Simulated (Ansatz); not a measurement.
# interstitial P in Ge: molecular dynamics, part 2 of 3

The plan is to see whether the interstitial stays in its void or moves on. The start is relaxed first. Runs: 140 steps of 6 fs under a Langevin thermostat at 600 K; 190 steps of 2 fs under a Langevin thermostat at 840 K. The host cell (diamond) has 16 atoms; the extra atom is the last.

Ansatz 0.2.0; DFT PBE, plane waves, PAW, scalar-relativistic, no spin polarisation.

## 4. More of the same log: dynamics from the start

Output, continued (excerpt; [...] marks lines left out):

```text
md step    30: t =   180.00 fs  T =   542.2 K  F+E_penalty+E_count = -69469.84827528 eV  E_kin = 1.191409 eV  (7 SCF iters)
[...]
md step    50: t =   300.00 fs  T =   684.9 K  F+E_penalty+E_count = -69469.49355378 eV  E_kin = 1.505000 eV  (8 SCF iters)
[...]
md step    70: t =   420.00 fs  T =   315.7 K  F+E_penalty+E_count = -69469.82169462 eV  E_kin = 0.693825 eV  (7 SCF iters)
[...]
  atom   3  Ge     0.95648112     0.03038692    -0.06934474
  atom   4  Ge    -0.71830942    -0.98395142     0.64080544
  atom   5  Ge     0.03277994     0.40563187     0.06828489
  atom   6  Ge    -0.64184292    -0.43243862     0.33396866
  atom   7  Ge    -0.48809154    -0.66600046    -0.21134523
  atom   8  Ge     0.26883681     0.27274887     0.12732627
[...]
--- MD trajectory: 140 steps, t = 0.0 → 840.0 fs ---
  final state: T = 593.7 K   F+E_penalty+E_count = -69469.52014702 eV   E_kin = 1.304659 eV
```

Wall time 31 min (2 threads of Arm Neoverse V1, shared host); peak memory 1.2 GiB.

## 5. What the atoms did

The trajectory, every 11 steps (energies from step 0); msd is the mean square displacement from the start, the centre of mass held:

| time (fs) | T (K) | potential energy change (meV/atom) | msd P (Å²) | msd Ge (Å²) |
| --- | --- | --- | --- | --- |
| 0.0 | 565 | 0.0 | 0.000 | 0.000 |
| 66.0 | 526 | 50.3 | 0.092 | 0.017 |
| 132.0 | 573 | 58.2 | 0.015 | 0.029 |
| 198.0 | 479 | 59.0 | 0.020 | 0.050 |
| 264.0 | 334 | 90.1 | 0.080 | 0.067 |
| 330.0 | 494 | 75.4 | 0.070 | 0.072 |
| 396.0 | 590 | 59.5 | 0.096 | 0.055 |
| 462.0 | 382 | 71.2 | 0.123 | 0.073 |
| 528.0 | 419 | 56.9 | 0.257 | 0.089 |
| 594.0 | 541 | 58.9 | 0.135 | 0.112 |
| 660.0 | 587 | 97.8 | 0.096 | 0.102 |
| 726.0 | 506 | 71.4 | 0.032 | 0.097 |
| 792.0 | 690 | 76.8 | 0.005 | 0.121 |
| 840.0 | 594 | 73.2 | 0.053 | 0.140 |

time (fs), T (K) and a bar:
```
      0.0        565 ###########
     36.0        586 #############
     72.0        450 ###
    108.0        692 ####################
    144.0        576 ############
    180.0        542 ##########
    222.0        737 #######################
    258.0        401 
    294.0        693 ####################
    330.0        494 ######
    366.0        508 #######
    402.0        559 ###########
    438.0        732 #######################
    474.0        459 ####
    510.0        566 ###########
    546.0        515 ########
    582.0        566 ###########
    618.0        486 ######
    660.0        587 #############
    696.0        838 ##############################
    732.0        452 ####
    768.0        713 #####################
    804.0        455 ####
    840.0        594 #############
```

Pair distribution over the second half of the run:

| r (Å) | g Ge–Ge | g Ge–P |
| --- | --- | --- |
| 0.68 | 0.00 | 0.00 |
| 0.84 | 0.00 | 0.00 |
| 1.00 | 0.00 | 0.00 |
| 1.16 | 0.00 | 0.00 |
| 1.32 | 0.00 | 0.00 |
| 1.48 | 0.00 | 0.00 |
| 1.64 | 0.00 | 0.00 |
| 1.80 | 0.00 | 0.00 |
| 1.96 | 0.00 | 0.00 |
| 2.12 | 0.00 | 0.10 |
| 2.28 | 1.14 | 1.70 |
| 2.44 | 4.40 | 3.15 |
| 2.60 | 2.10 | 3.60 |
| 2.76 | 0.23 | 2.19 |
| 2.92 | 0.00 | 2.09 |
| 3.08 | 0.00 | 1.85 |

First peaks of g(r) that rise above 1 (not always the tallest), and, where a minimum follows, the mean number of second-named atoms round a first-named one up to the next minimum:

| pair | peak (Å) | height | minimum (Å) | neighbours |
| --- | --- | --- | --- | --- |
| Ge–Ge | 2.44 | 4.4 | 2.92 | 4.0 |
| Ge–P | 2.52 | 3.7 | - | - |

## 6. Snapshots as a file

Extended XYZ, with forces in eV/Å:

```xyz
17
Lattice="0.000 5.660 5.660 5.660 0.000 5.660 5.660 5.660 0.000" Properties=species:S:1:pos:R:3:forces:R:3 pbc="T T T" time_fs=138.0 T=534 dE=1.0398
Ge    0.141    0.132   -0.088   -0.558   -0.033    1.032
Ge    1.470    1.586    1.517    0.210   -0.365    0.363
Ge    2.849    2.901   -0.008    0.696   -0.710    0.783
Ge    4.325    4.207    1.434    0.293    1.088    0.013
Ge    2.918   -0.064    3.022   -0.261    0.749   -0.203
Ge    4.434    1.522    4.165   -1.487   -0.630    0.938
Ge    5.787    2.631    2.681    0.494    1.527    0.034
Ge    7.057    4.160    4.363   -0.135   -0.457   -2.267
Ge    0.094    3.166    2.926   -0.641   -0.614   -0.322
Ge    1.574    4.408    4.328    0.019   -0.487    0.016
Ge    2.727    5.764    2.781    0.596   -0.049   -0.800
Ge    4.215    7.164    4.186    0.725    0.045   -0.106
Ge    2.887    2.875    5.680    0.477   -0.406   -0.865
Ge    4.178    4.330    7.062    0.723    0.183    0.476
Ge    5.720    5.581    5.596   -2.303    0.239   -0.006
Ge    7.035    7.020    6.792    1.163    0.281    0.947
P     5.702    5.821    2.770   -0.013   -0.359   -0.033
17
Lattice="0.000 5.660 5.660 5.660 0.000 5.660 5.660 5.660 0.000" Properties=species:S:1:pos:R:3:forces:R:3 pbc="T T T" time_fs=282.0 T=672 dE=1.3678
Ge    0.106    0.116    0.150    0.909    1.484   -1.222
Ge    1.633    1.529    1.702   -1.047    0.347   -0.884
Ge    2.967    2.849    0.138   -0.477    0.564    0.464
Ge    4.594    4.186    1.362   -2.037    0.591   -0.463
Ge    2.771   -0.060    3.030    0.088   -1.147   -0.327
Ge    4.340    1.347    4.039    0.897    0.458    1.289
Ge    5.775    2.689    2.564    0.808   -1.120    1.585
Ge    7.083    3.962    4.241   -0.276    0.239    0.123
Ge    0.046    3.157    2.767   -0.274   -0.205    0.423
Ge    1.467    4.334    4.383    0.173    0.685   -0.952
Ge    2.947    5.663    2.648   -0.879   -0.222    0.416
Ge    4.210    7.231    4.309    0.147    0.372   -0.685
Ge    2.955    2.842    5.476    0.188   -0.380    0.108
Ge    4.080    4.394    7.001    0.480   -0.201    0.011
Ge    5.702    5.607    5.530   -0.465   -0.593    0.118
Ge    7.123    7.060    6.762    1.135   -0.202    0.272
P     5.489    5.942    2.928    0.629   -0.670   -0.277
17
Lattice="0.000 5.660 5.660 5.660 0.000 5.660 5.660 5.660 0.000" Properties=species:S:1:pos:R:3:forces:R:3 pbc="T T T" time_fs=420.0 T=316 dE=0.9436
Ge    0.193   -0.008   -0.046    0.557    0.807    1.123
Ge    1.673    1.497    1.602   -0.675   -0.382   -0.420
Ge    2.959    3.077    0.166    0.028   -0.954   -0.593
Ge    4.438    4.403    1.495    0.557    0.025    0.471
Ge    2.944   -0.197    3.073   -0.478    0.829    0.654
Ge    4.466    1.360    4.225    0.531    0.000   -0.925
Ge    5.890    2.712    2.653   -1.014   -0.252   -0.194
Ge    6.950    4.057    4.312    0.251    0.581    0.569
Ge   -0.100    3.062    2.706    1.054   -0.153    0.382
Ge    1.520    4.264    4.250   -0.558    0.595   -1.866
Ge    2.890    5.809    2.778   -0.419   -0.418    0.546
Ge    4.362    7.154    4.242   -0.853    0.687    0.917
Ge    3.003    2.862    5.365   -0.144   -0.671    0.895
Ge    3.995    4.310    7.017    0.111   -0.880   -0.175
Ge    5.576    5.562    5.835    0.776    0.735   -0.663
Ge    7.261    7.067    6.815    0.008   -0.067   -0.020
P     5.858    5.883    3.041    0.269   -0.481   -0.701
17
Lattice="0.000 5.660 5.660 5.660 0.000 5.660 5.660 5.660 0.000" Properties=species:S:1:pos:R:3:forces:R:3 pbc="T T T" time_fs=558.0 T=503 dE=1.3907
Ge    0.458    0.106   -0.037   -1.060    0.890    0.269
Ge    1.480    1.470    1.735    2.070    0.679   -1.082
Ge    3.023    3.104    0.317   -0.972   -0.041    0.244
Ge    4.606    4.550    1.514    0.119   -0.109    0.117
Ge    3.055   -0.086    3.223   -0.849    0.286    0.342
Ge    4.556    1.573    4.196    1.086   -1.320   -0.202
Ge    5.971    2.789    2.656   -0.301    0.537   -0.041
Ge    6.917    4.178    4.454    0.763    0.281    0.024
Ge   -0.138    3.050    2.833   -1.152    0.085   -0.835
Ge    1.375    4.261    4.088    1.543   -0.460    0.571
Ge    2.827    5.745    2.818    0.096   -0.844    0.103
Ge    3.992    7.251    4.338   -0.211    0.207    0.519
Ge    2.922    2.666    5.423   -1.182    1.512    0.792
Ge    3.924    4.345    7.074    0.152   -0.909   -0.596
Ge    5.511    5.721    5.849   -1.032   -0.739   -0.770
Ge    7.189    6.891    6.888    0.533    1.331    0.077
P     5.715    6.233    3.196    0.398   -1.386    0.468
17
Lattice="0.000 5.660 5.660 5.660 0.000 5.660 5.660 5.660 0.000" Properties=species:S:1:pos:R:3:forces:R:3 pbc="T T T" time_fs=702.0 T=643 dE=1.0977
Ge    0.428    0.232   -0.034   -0.595    0.533   -0.406
Ge    1.598    1.703    1.633    0.296   -0.772    0.426
Ge    2.954    3.182    0.258   -0.378   -0.178   -0.392
Ge    4.478    4.607    1.387    0.624    0.321   -0.581
Ge    3.145    0.011    3.165   -1.079    0.255   -0.160
Ge    4.598    1.680    4.072    0.208    0.232    1.157
Ge    5.956    3.248    2.714    0.048   -1.357   -0.026
Ge    7.010    4.454    4.537    0.550    0.192   -0.080
Ge   -0.204    2.971    2.907    0.396    0.730   -0.056
Ge    1.511    4.246    4.179    0.257   -0.150    0.219
Ge    3.070    5.748    2.953   -1.782   -0.086   -0.326
Ge    4.143    7.245    4.484   -0.843    1.311   -0.426
Ge    2.853    2.724    5.631   -0.236   -0.488   -0.964
Ge    3.944    4.253    7.077    0.555    0.166    0.100
Ge    5.370    5.801    5.801    0.955   -0.954    1.375
Ge    7.081    7.018    7.111    0.367    0.325    0.409
P     5.768    6.042    3.007    0.654   -0.082   -0.268
17
Lattice="0.000 5.660 5.660 5.660 0.000 5.660 5.660 5.660 0.000" Properties=species:S:1:pos:R:3:forces:R:3 pbc="T T T" time_fs=840.0 T=594 dE=1.2451
Ge    0.381    0.440   -0.082    0.668    1.167    0.014
Ge    1.687    1.645    1.819    0.008   -1.193   -0.323
Ge    2.863    3.032    0.235    0.957    0.030   -0.069
Ge    4.572    4.671    1.108   -0.718   -0.984    0.641
Ge    3.124   -0.030    3.120    0.033    0.406    0.068
Ge    4.582    1.817    4.111   -0.642   -0.432    0.334
Ge    6.016    3.331    2.801   -0.488   -0.666   -0.211
Ge    7.097    4.557    4.722    0.269    0.273    0.127
Ge   -0.120    2.863    2.819    0.406    1.366    0.626
Ge    1.440    4.354    4.315   -0.207   -0.189   -1.144
Ge    3.203    5.617    2.992   -1.006    0.011    0.120
Ge    4.370    7.239    4.518   -1.046    0.439   -0.028
Ge    2.678    2.699    5.541    0.564   -0.323    0.006
Ge    4.033    4.136    6.996   -0.240   -0.117    0.620
Ge    5.460    5.869    6.179    1.091    0.119    0.295
Ge    7.266    7.159    7.427    0.202   -0.566   -0.408
P     5.765    5.726    3.158    0.152    0.660   -0.666
```

On run 1: Against a set 600 K the second half averages 578 K with a spread of 111 K (in equilibrium 17 atoms would scatter by about 119 K, over a far longer run). A step of 6 fs is long for atoms as light as 31 u, and this run prints no conserved energy by which to check it. No atom gets farther than 0.59 Å from its start, with the drift of the whole removed, against a typical distance of 2.4 Å between sites at the start. The interstitial P17 strays up to 0.61 Å from where this run began and ends 0.24 Å from it (the host's drift taken out), so it has kept its site.

## 7. Run 2

190 steps of 2 fs under a Langevin thermostat at 840 K, starting from the last frame of an earlier run, with new velocities.

Contents of input.yaml:

```yaml
accuracy: low
crystal:
  lattice:
    - [0.0, 5.66, 5.66]
    - [5.66, 0.0, 5.66]
    - [5.66, 5.66, 0.0]
  atoms:
    - { symbol: Ge, position: [-0.00209756, -0.01244778, 0.07980038] }
    - { symbol: Ge, position: [0.15692952, 0.16446072, 0.13363393] }
    - { symbol: Ge, position: [0.03569042, 0.00577742, 0.50003878] }
    - { symbol: Ge, position: [0.10666705, 0.08915246, 0.71864443] }
    - { symbol: Ge, position: [-0.00296953, 0.5542444, -0.00232191] }
    - { symbol: Ge, position: [0.11883818, 0.6074704, 0.20214184] }
    - { symbol: Ge, position: [0.01034363, 0.48458981, 0.57822519] }
    - { symbol: Ge, position: [0.19274432, 0.6416099, 0.61228827] }
    - { symbol: Ge, position: [0.51253569, -0.01456318, -0.00668527] }
    - { symbol: Ge, position: [0.63863102, 0.1237569, 0.1306777] }
    - { symbol: Ge, position: [0.47757076, 0.05104597, 0.51480728] }
    - { symbol: Ge, position: [0.65251074, 0.14573685, 0.6263788] }
    - { symbol: Ge, position: [0.4913048, 0.48773769, -0.01451795] }
    - { symbol: Ge, position: [0.62710879, 0.60894361, 0.10358959] }
    - { symbol: Ge, position: [0.58193935, 0.50982925, 0.45490196] }
    - { symbol: Ge, position: [0.64658412, 0.66557567, 0.61817912] }
    - { symbol: P, position: [0.27549118, 0.28237425, 0.7362149] }
basis:
  ecutwfc: 420.0
kpoints:
  mp_grid: { grid: [2, 2, 2] }
hamiltonian:
  xc: pbe
  pseudopotentials: { kind: paw, azcp: { folder: soft_1 } }
scf:
  occupations: { method: fermi_dirac, width: 0.05 }
  lower_state_search: "off"
md:
  timestep: 2
  n_steps: 190
  ensemble: nvt_langevin
  temperature: 840.0
  initial_velocities: maxwell_boltzmann
  seed: 208312
  friction: 0.01
```

On the command line:

```sh
$ ansatz run input.yaml --threads 2 --pin off --max-ram 5120MiB --backend cpu --events-out ev --progress --plain --runs-dir out
```

The program printed (excerpt; [...] marks lines left out):

```text
Warning: md: disabling space-group detection — thermal motion breaks the input geometry's symmetry, so no spatial operation reduces the k-mesh or symmetrises the density; time reversal is kept, so that k and −k are solved as one point where they differ and the mesh holds both, and exact [...]
Warning: RAYON_NUM_THREADS=2 ignored (pool sized by the plan → 2); use --threads N
[...]
Pseudopotentials: kind: paw
Pseudopotential: Ge, paw, valence charge 14, recommended cutoff 420 eV (normal), <dir>
Pseudopotential: P, paw, valence charge 5, recommended cutoff 420 eV (normal), <dir>
Functional definition: PBE
[...]
md step    10: t =    20.00 fs  T =   449.7 K  F+E_penalty+E_count = -69468.83004255 eV  E_kin = 0.988094 eV  (8 SCF iters)
[...]
md step    20: t =    40.00 fs  T =   712.4 K  F+E_penalty+E_count = -69469.18552383 eV  E_kin = 1.565526 eV  (8 SCF iters)
[...]
md step    30: t =    60.00 fs  T =   655.4 K  F+E_penalty+E_count = -69469.49496110 eV  E_kin = 1.440136 eV  (7 SCF iters)
[...]
md step    40: t =    80.00 fs  T =   663.2 K  F+E_penalty+E_count = -69469.29287801 eV  E_kin = 1.457360 eV  (7 SCF iters)
md step    41: t =    82.00 fs  T =   661.4 K  F+E_penalty+E_count = -69469.24980278 eV  E_kin = 1.453439 eV  (5 SCF iters)
```

## 8. The log goes on: dynamics from the last frame of the run before

Output, continued (excerpt; [...] marks lines left out):

```text
md step    42: t =    84.00 fs  T =   726.5 K  F+E_penalty+E_count = -69469.21069348 eV  E_kin = 1.596499 eV  (5 SCF iters)
[...]
md step    65: t =   130.00 fs  T =   659.2 K  F+E_penalty+E_count = -69469.14557344 eV  E_kin = 1.448487 eV  (5 SCF iters)
[...]
md step    88: t =   176.00 fs  T =   878.2 K  F+E_penalty+E_count = -69469.26513591 eV  E_kin = 1.929776 eV  (5 SCF iters)
[...]
  atom   3  Ge     0.47826535    -0.77324117     0.90161811
  atom   4  Ge     0.18475169    -0.58931604     1.26863594
  atom   5  Ge     0.40580772    -0.27123731     0.50689155
  atom   6  Ge     0.61757391     0.81134746    -0.35724580
  atom   7  Ge    -0.20145128     0.37621256    -0.30157544
  atom   8  Ge    -0.72492407    -0.17997929    -0.80264171
[...]
--- MD trajectory: 190 steps, t = 0.0 → 380.0 fs ---
  final state: T = 682.8 K   F+E_penalty+E_count = -69468.48436411 eV   E_kin = 1.500504 eV
```

Run time: 33 min. Hardware: 2 threads of Arm Neoverse V1, shared host; peak memory 1.2 GiB.

(Continued in part 3 of 3.)
